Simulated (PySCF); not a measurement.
# Dy⁴⁶⁺, Dy⁴⁷⁺: ionisation energy in even-tempered 16s10p7d4f3g, part 2 of 2

Wanted: the ionisation energy of dysprosium, up a ladder of methods.

PySCF 2.14.0; even-tempered 16s10p7d4f3g, no relativity, point nucleus. The scripts are equivalent inputs of a driver's runs. The steps go on from the part before.

## 3. Dy⁴⁷⁺: the ladder of methods

**UHF**

input.py reads:

```python
from pyscf import gto, scf, dft, mp, cc
mol = gto.M(atom="Dy 0 0 0", charge=47, spin=1, symmetry="D2h",
            basis=gto.etbs([(0, 16, 10, 2.5), (1, 10, 13, 2.5), (2, 7, 13, 2.5), (3, 4, 45, 2.7), (4, 3, 68, 2.7)]))
mf = scf.UHF(mol)
mf.irrep_nelec = {'Ag': (3, 3), 'B1g': (1, 0), 'B1u': (2, 2), 'B2u': (2, 2), 'B3u': (2, 2)}
mf.kernel()
```

The program printed:

```text
damping factor = 0
level_shift factor = 0
DIIS = <class 'pyscf.scf.diis.CDIIS'>
diis_start_cycle = 1
diis_space = 10
diis_damp = 0
SCF conv_tol = 1e-09
SCF conv_tol_grad = None
number electrons alpha = 10  beta = 9
cycle= 1 E= -9661.55441673488  delta_E= -0.00932  |g|= 0.0619  |ddm|= 0.0207
cycle= 2 E= -9661.55456977822  delta_E= -0.000153  |g|= 0.0123  |ddm|= 0.00404
cycle= 3 E= -9661.55457855347  delta_E= -8.78e-06  |g|= 0.00118  |ddm|= 0.00116
cycle= 4 E= -9661.55457863807  delta_E= -8.46e-08  |g|= 6.6e-05  |ddm|= 0.000123
cycle= 5 E= -9661.55457863831  delta_E= -2.42e-10  |g|= 1.4e-06  |ddm|= 6.31e-06
converged SCF energy = -9661.55457863831  <S^2> = 0.75031396  2S+1 = 2.0003139
```

CPU time 9.4 s on a shared host, the integrals not counted.

Orbital energies by shell (radii are means over both spins):

| shell | electrons | mean orbital energy (eV) | spread (eV) | rms radius (bohr) |
| --- | --- | --- | --- | --- |
| 1s α | 1 | -53647.3 | 0 | 0.0266 |
| 1s β | 1 | -53647.1 | 0 | 0.0266 |
| 2s α | 1 | -11106.7 | 0 | 0.104 |
| 2s β | 1 | -11097.2 | 0 | 0.104 |
| 2p α | 3 | -10731.0 | 2.216 | 0.0900 |
| 2p β | 3 | -10722.1 | 8.522 | 0.0900 |
| 3s α | 1 | -4312.7 | 0 | 0.249 |
| 3s β | 1 | -4304.5 | 0 | 0.249 |
| 3p α | 3 | -4154.0 | 3.975 | 0.238 |
| 3p β | 3 | -4142.9 | 10.062 | 0.238 |
| 3d α | 1 | -3938.4 | 0 | 0.206 |

⟨S²⟩ = 0.750, ⟨L²⟩ = 6.00.

Spin-orbit constants on these orbitals (cm⁻¹; bare nucleus, screened nucleus, mean field): 3d 161900, 137400, 137200. To first order in LS coupling the lowest level has J = 3/2 and lies 25.5 eV below the centre of the term.

A non-relativistic calculation at this Z misses sizeable relativistic shifts. Spin-orbit coupling, absent here, splits the open shell strongly.

**LDA**

input.py, as changed from the run before:

```diff
@@ -3,3 +3,3 @@
             basis=gto.etbs([(0, 16, 10, 2.5), (1, 10, 13, 2.5), (2, 7, 13, 2.5), (3, 4, 45, 2.7), (4, 3, 68, 2.7)]))
-mf = scf.UHF(mol)
+mf = dft.UKS(mol, xc="LDA,VWN")
 mf.irrep_nelec = {'Ag': (3, 3), 'B1g': (1, 0), 'B1u': (2, 2), 'B2u': (2, 2), 'B3u': (2, 2)}
```

The program printed:

```text
damping factor = 0
level_shift factor = 0
DIIS = <class 'pyscf.scf.diis.CDIIS'>
diis_start_cycle = 1
diis_space = 10
diis_damp = 0
SCF conv_tol = 1e-09
SCF conv_tol_grad = None
number electrons alpha = 10  beta = 9
XC functionals = LDA,VWN
    P. A. M. Dirac.,  Math. Proc. Cambridge Philos. Soc. 26, 376 (1930)
    F. Bloch.,  Z. Phys. 57, 545 (1929)
    S. H. Vosko, L. Wilk, and M. Nusair.,  Can. J. Phys. 58, 1200 (1980)
cycle= 1 E= -9654.74268363742  delta_E= -0.0236  |g|= 0.071  |ddm|= 0.0566
cycle= 2 E= -9654.74272582147  delta_E= -4.22e-05  |g|= 0.00497  |ddm|= 0.00253
cycle= 3 E= -9654.74272613261  delta_E= -3.11e-07  |g|= 0.000102  |ddm|= 0.000207
cycle= 4 E= -9654.74272613277  delta_E= -1.6e-10  |g|= 2.13e-06  |ddm|= 4.75e-06
converged SCF energy = -9654.74272613277  <S^2> = 0.75007892  2S+1 = 2.0000789
```

It used 1.4 s of CPU time after the integrals (shared host).

**PBE**

input.py reads:

```python
from pyscf import gto, scf, dft, mp, cc
mol = gto.M(atom="Dy 0 0 0", charge=47, spin=1, symmetry="D2h",
            basis=gto.etbs([(0, 16, 10, 2.5), (1, 10, 13, 2.5), (2, 7, 13, 2.5), (3, 4, 45, 2.7), (4, 3, 68, 2.7)]))
mf = dft.UKS(mol, xc="PBE")
mf.irrep_nelec = {'Ag': (3, 3), 'B1g': (1, 0), 'B1u': (2, 2), 'B2u': (2, 2), 'B3u': (2, 2)}
mf.kernel()
```

The program printed:

```text
damping factor = 0
level_shift factor = 0
DIIS = <class 'pyscf.scf.diis.CDIIS'>
diis_start_cycle = 1
diis_space = 10
diis_damp = 0
SCF conv_tol = 1e-09
SCF conv_tol_grad = None
number electrons alpha = 10  beta = 9
XC functionals = PBE
    J. P. Perdew, K. Burke, and M. Ernzerhof.,  Phys. Rev. Lett. 77, 3865 (1996)
    J. P. Perdew, K. Burke, and M. Ernzerhof.,  Phys. Rev. Lett. 78, 1396 (1997)
    J. P. Perdew, K. Burke, and M. Ernzerhof.,  Phys. Rev. Lett. 77, 3865 (1996)
    J. P. Perdew, K. Burke, and M. Ernzerhof.,  Phys. Rev. Lett. 78, 1396 (1997)
cycle= 1 E= -9662.02354684274  delta_E= -0.0157  |g|= 0.049  |ddm|= 0.0437
cycle= 2 E= -9662.0235785274  delta_E= -3.17e-05  |g|= 0.0036  |ddm|= 0.00225
cycle= 3 E= -9662.02357871632  delta_E= -1.89e-07  |g|= 7.98e-05  |ddm|= 0.000161
cycle= 4 E= -9662.02357871641  delta_E= -8.19e-11  |g|= 3.42e-06  |ddm|= 3.65e-06
converged SCF energy = -9662.02357871641  <S^2> = 0.75011068  2S+1 = 2.0001107
```

CPU time 1.8 s on a shared host, the integrals not counted.

**PBE0**

input.py reads:

```python
from pyscf import gto, scf, dft, mp, cc
mol = gto.M(atom="Dy 0 0 0", charge=47, spin=1, symmetry="D2h",
            basis=gto.etbs([(0, 16, 10, 2.5), (1, 10, 13, 2.5), (2, 7, 13, 2.5), (3, 4, 45, 2.7), (4, 3, 68, 2.7)]))
mf = dft.UKS(mol, xc="PBE0")
mf.irrep_nelec = {'Ag': (3, 3), 'B1g': (1, 0), 'B1u': (2, 2), 'B2u': (2, 2), 'B3u': (2, 2)}
mf.kernel()
```

The program printed:

```text
damping factor = 0
level_shift factor = 0
DIIS = <class 'pyscf.scf.diis.CDIIS'>
diis_start_cycle = 1
diis_space = 10
diis_damp = 0
SCF conv_tol = 1e-09
SCF conv_tol_grad = None
number electrons alpha = 10  beta = 9
XC functionals = PBE0
    C. Adamo and V. Barone.,  J. Chem. Phys. 110, 6158 (1999)
    M. Ernzerhof and G. E. Scuseria.,  J. Chem. Phys. 110, 5029 (1999)
cycle= 1 E= -9662.14214575077  delta_E= -0.0117  |g|= 0.0407  |ddm|= 0.0349
cycle= 2 E= -9662.14216421771  delta_E= -1.85e-05  |g|= 0.002  |ddm|= 0.00152
cycle= 3 E= -9662.14216437176  delta_E= -1.54e-07  |g|= 0.000208  |ddm|= 0.000153
cycle= 4 E= -9662.14216437359  delta_E= -1.83e-09  |g|= 6.28e-06  |ddm|= 1.83e-05
cycle= 5 E= -9662.14216437359  delta_E= -5.46e-12  |g|= 2.76e-07  |ddm|= 3.17e-07
converged SCF energy = -9662.14216437359  <S^2> = 0.75015093  2S+1 = 2.0001509
```

It used 4 s of CPU time after the integrals (shared host).

**r2SCAN**

input.py reads:

```python
from pyscf import gto, scf, dft, mp, cc
mol = gto.M(atom="Dy 0 0 0", charge=47, spin=1, symmetry="D2h",
            basis=gto.etbs([(0, 16, 10, 2.5), (1, 10, 13, 2.5), (2, 7, 13, 2.5), (3, 4, 45, 2.7), (4, 3, 68, 2.7)]))
mf = dft.UKS(mol, xc="R2SCAN")
mf.irrep_nelec = {'Ag': (3, 3), 'B1g': (1, 0), 'B1u': (2, 2), 'B2u': (2, 2), 'B3u': (2, 2)}
mf.kernel()
```

The program printed:

```text
damping factor = 0
level_shift factor = 0
DIIS = <class 'pyscf.scf.diis.CDIIS'>
diis_start_cycle = 1
diis_space = 10
diis_damp = 0
SCF conv_tol = 1e-09
SCF conv_tol_grad = None
number electrons alpha = 10  beta = 9
XC functionals = R2SCAN
    J. W. Furness, A. D. Kaplan, J. Ning, J. P. Perdew, and J. Sun.,  J. Phys. Chem. Lett. 11, 8208-8215 (2020)
    J. W. Furness, A. D. Kaplan, J. Ning, J. P. Perdew, and J. Sun.,  J. Phys. Chem. Lett. 11, 9248-9248 (2020)
    J. W. Furness, A. D. Kaplan, J. Ning, J. P. Perdew, and J. Sun.,  J. Phys. Chem. Lett. 11, 8208-8215 (2020)
    J. W. Furness, A. D. Kaplan, J. Ning, J. P. Perdew, and J. Sun.,  J. Phys. Chem. Lett. 11, 9248-9248 (2020)
cycle= 1 E= -9662.52700141223  delta_E= -0.0121  |g|= 0.0421  |ddm|= 0.0359
cycle= 2 E= -9662.52702019586  delta_E= -1.88e-05  |g|= 0.0023  |ddm|= 0.00157
cycle= 3 E= -9662.52702026976  delta_E= -7.39e-08  |g|= 0.000134  |ddm|= 9.93e-05
cycle= 4 E= -9662.52702027007  delta_E= -3.15e-10  |g|= 2.37e-06  |ddm|= 6.96e-06
converged SCF energy = -9662.52702027007  <S^2> = 0.75017449  2S+1 = 2.0001745
```

CPU time 5 s on a shared host, the integrals not counted.

**B2PLYP**

input.py reads:

```python
from pyscf import gto, scf, dft, mp, cc
mol = gto.M(atom="Dy 0 0 0", charge=47, spin=1, symmetry="D2h",
            basis=gto.etbs([(0, 16, 10, 2.5), (1, 10, 13, 2.5), (2, 7, 13, 2.5), (3, 4, 45, 2.7), (4, 3, 68, 2.7)]))
mf = dft.UKS(mol, xc="0.53*HF + 0.47*B88, 0.73*LYP")
mf.irrep_nelec = {'Ag': (3, 3), 'B1g': (1, 0), 'B1u': (2, 2), 'B2u': (2, 2), 'B3u': (2, 2)}
mf.kernel()
```

The program printed:

```text
damping factor = 0
level_shift factor = 0
DIIS = <class 'pyscf.scf.diis.CDIIS'>
diis_start_cycle = 1
diis_space = 10
diis_damp = 0
SCF conv_tol = 1e-09
SCF conv_tol_grad = None
number electrons alpha = 10  beta = 9
XC functionals = 0.53*HF + 0.47*B88, 0.73*LYP
    A. D. Becke.,  Phys. Rev. A 38, 3098 (1988)
    C. Lee, W. Yang, and R. G. Parr.,  Phys. Rev. B 37, 785 (1988)
    B. Miehlich, A. Savin, H. Stoll, and H. Preuss.,  Chem. Phys. Lett. 157, 200 (1989)
cycle= 1 E= -9662.44913213798  delta_E= -0.0096  |g|= 0.0432  |ddm|= 0.028
cycle= 2 E= -9662.44918240001  delta_E= -5.03e-05  |g|= 0.00473  |ddm|= 0.00256
cycle= 3 E= -9662.4491836065  delta_E= -1.21e-06  |g|= 0.000442  |ddm|= 0.000436
cycle= 4 E= -9662.44918361741  delta_E= -1.09e-08  |g|= 1.77e-05  |ddm|= 4.48e-05
cycle= 5 E= -9662.44918361742  delta_E= -7.28e-12  |g|= 1.24e-06  |ddm|= 1.24e-06
converged SCF energy = -9662.44918361742  <S^2> = 0.75020886  2S+1 = 2.0002088
```

CPU time 6.5 s on a shared host, the integrals not counted.

Script and log cover the SCF part. The PT2 part, added by the driver, -0.59376 hartree before scaling by 0.27, brings the total to -9662.609498 hartree.

**B3LYP**

input.py reads:

```python
from pyscf import gto, scf, dft, mp, cc
mol = gto.M(atom="Dy 0 0 0", charge=47, spin=1, symmetry="D2h",
            basis=gto.etbs([(0, 16, 10, 2.5), (1, 10, 13, 2.5), (2, 7, 13, 2.5), (3, 4, 45, 2.7), (4, 3, 68, 2.7)]))
mf = dft.UKS(mol, xc="B3LYP")
mf.irrep_nelec = {'Ag': (3, 3), 'B1g': (1, 0), 'B1u': (2, 2), 'B2u': (2, 2), 'B3u': (2, 2)}
mf.kernel()
```

The program printed:

```text
damping factor = 0
level_shift factor = 0
DIIS = <class 'pyscf.scf.diis.CDIIS'>
diis_start_cycle = 1
diis_space = 10
diis_damp = 0
SCF conv_tol = 1e-09
SCF conv_tol_grad = None
number electrons alpha = 10  beta = 9
XC functionals = B3LYP
    P. J. Stephens, F. J. Devlin, C. F. Chabalowski, and M. J. Frisch.,  J. Phys. Chem. 98, 11623 (1994)
cycle= 1 E= -9662.4175461968  delta_E= -0.0134  |g|= 0.041  |ddm|= 0.0383
cycle= 2 E= -9662.41756338997  delta_E= -1.72e-05  |g|= 0.00199  |ddm|= 0.00151
cycle= 3 E= -9662.41756349338  delta_E= -1.03e-07  |g|= 0.000179  |ddm|= 0.000123
cycle= 4 E= -9662.41756349453  delta_E= -1.15e-09  |g|= 8.7e-06  |ddm|= 1.43e-05
cycle= 5 E= -9662.41756349454  delta_E= -3.64e-12  |g|= 2.33e-07  |ddm|= 4.69e-07
converged SCF energy = -9662.41756349454  <S^2> = 0.75014218  2S+1 = 2.0001422
```

It used 4 s of CPU time after the integrals (shared host).

**MP2 (outer shells)**

input.py reads:

```python
from pyscf import gto, scf, dft, mp, cc
mol = gto.M(atom="Dy 0 0 0", charge=47, spin=1, symmetry="D2h",
            basis=gto.etbs([(0, 16, 10, 2.5), (1, 10, 13, 2.5), (2, 7, 13, 2.5), (3, 4, 45, 2.7), (4, 3, 68, 2.7)]))
mf = scf.UHF(mol)
mf.irrep_nelec = {'Ag': (3, 3), 'B1g': (1, 0), 'B1u': (2, 2), 'B2u': (2, 2), 'B3u': (2, 2)}
mf.kernel()
mp.UMP2(mf, frozen=5).kernel()
```

No log was kept for this step.

CPU time 1.9 s on a shared host, the integrals not counted.

With 9 electrons correlated, the MP2 correlation energy is -0.53108 hartree (-0.13863 same spin, -0.39245 opposite spin); the SCS form gives -0.51715. Largest pairs of shells: 3p-3p -0.3906, 3p-3d -0.0569, 3s-3p -0.0554, 3s-3s -0.0164, 3s-3d -0.0118.

Radial density 4πr²ρ of Dy⁴⁷⁺ at UHF:

| r (bohr) | density | spin density |
| --- | --- | --- |
| 0.000420 | 0.430 | 0.000 |
| 0.000706 | 1.17 | 0.000 |
| 0.00119 | 3.11 | 0.000 |
| 0.00200 | 7.90 | 0.000 |
| 0.00336 | 18.7 | 0.000 |
| 0.00565 | 39.1 | 0.000 |
| 0.00951 | 67.0 | 0.000 |
| 0.0160 | 84.1 | 0.001 |
| 0.0269 | 77.0 | 0.022 |
| 0.0453 | 89.2 | 0.242 |
| 0.0761 | 101 | 1.617 |
| 0.128 | 47.4 | 5.010 |
| 0.215 | 51.8 | 4.453 |
| 0.362 | 8.72 | 0.491 |
| 0.609 | 0.0652 | 0.003 |

## 4. Orbital energies side by side

Highest occupied Hartree-Fock shell of each state: Dy⁴⁶⁺ 3d α at -3825.6 eV; Dy⁴⁷⁺ 3d α at -3938.4 eV.

## 5. Differences of total energies

Ionisation energy: Dy⁴⁶⁺ [Ar] 3d2 (3F) → Dy⁴⁷⁺ [Ar] 3d1 (2D).

| method | value (eV) | less the reference (eV) | CPU time, both states (s) |
| --- | --- | --- | --- |
| UHF | 3823.4 | -28.6 | 19 |
| LDA | 3821.8 | -30.2 | 2.8 |
| PBE | 3822.8 | -29.2 | 3.7 |
| PBE0 | 3823.3 | -28.7 | 7.4 |
| r2SCAN | 3825.2 | -26.8 | 10 |
| B2PLYP | 3823.4 | -28.6 | 12 |
| B3LYP | 3823.8 | -28.2 | 7.4 |
| MP2 (outer shells) | 3822.5 | -29.5 | 23 |
| SCS-MP2 (outer shells) | 3822.4 | -29.6 | 23 |

Reference: 3852 ± 4 eV (theoretical estimate listed by NIST; NIST Atomic Spectra Database, ionization energies). Spin-orbit coupling is strong in these open shells (close to jj coupling). The scalar numbers leave it out, so it can dominate the gap to the real levels. The calculation is non-relativistic, so it cannot be held against the reference.

Times are CPU seconds on a shared host without the integrals; correlated rows include their Hartree-Fock run, whose time holds the symmetry-adapted start and any spin-orbit constants, while functionals begin from orbitals already made.

## 6. Outcome

The summary covers parts 1 to 2.

```
                quantity                                                         value
ionisation energy, Dy⁴⁶⁺  UHF 3823.4, MP2 (outer shells) 3822.5 eV; reference 3852 ± 4
```

In words: The methods span 3.421 eV, from LDA (3821.8) to r2SCAN (3825.2). The reference is uncertain or not like for like (spin-orbit coupling or other relativistic terms), so no ranking of close methods is drawn. All values hold for this basis alone; no basis-set limit was taken.
